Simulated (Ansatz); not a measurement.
# CHSe+ (SMILES [CH+]=[Se]): single points off equilibrium

One table from this session's results is given with a row withheld; the runs are named, their logs left out.

Method: single points in def2-TZVPP; program: Ansatz 0.2.0, Gaussian basis.

Cores are frozen in the correlated methods. Filled d shells of the heavier atoms are correlated.

**The starting structure**

SMILES `[CH+]=[Se]`, 3 atoms, charge 1, spin multiplicity 1.

Atoms are counted from 1 here; the program's logs count them from 0.

Bond lengths: C1–Se2 1.625 Å, C1–H3 1.062 Å. Angles: Se2–C1–H3 174.6°.

Geometry (Å):

```xyz
3

C    -0.0979   -0.0408   -0.0348
Se    1.2578    0.4814    0.6938
H    -0.9945   -0.4464   -0.4342
```

Set-up of the first run:

run/in.yaml

```yaml
crystal:
  periodic: [false, false, false]
  atoms:
    - {symbol: C, position_ang: [-0.097900, -0.040800, -0.034800]}
    - {symbol: Se, position_ang: [1.257800, 0.481400, 0.693800]}
    - {symbol: H, position_ang: [-0.994500, -0.446400, -0.434200]}
basis:
  gaussian: {orbitals: def2-TZVPP}
total_charge: 1
correlation: {method: ccsd_t}
output: {forces: true}
```

No record of the launch command was kept for these runs.

Steps of the session up to this table: CCSD(T)/def2-TZVPP; PBE0-D4/def2-TZVPP; wB97M-V/def2-TZVPP; r2SCAN-D4/def2-TZVPP; PBE-D4/def2-TZVPP; B97M-V/def2-TZVPP; HSE06-D4/def2-TZVPP.

One table of the session follows, with a row left open; its other results are not shown here.

| method | RMS force component (eV/Å) | angle to CCSD(T) forces (°) |
| --- | --- | --- |
| CCSD(T) | 0.437 | reference |
| PBE0-D4 | 0.901 | 25.1 |
| wB97M-V | 1.017 | 30.3 |
| r2SCAN-D4 | 0.755 | 20.7 |
| PBE-D4 | 0.593 | 4.1 |
| B97M-V | ? | ? |
| HSE06-D4 | 0.889 | 24.6 |

Estimate the missing values for B97M-V.

The run gave: RMS force component (eV/Å): 0.784; angle to CCSD(T) forces (°): 30.7. In the column «RMS force component (eV/Å)» it lies between r2SCAN-D4 (0.755) and HSE06-D4 (0.889).
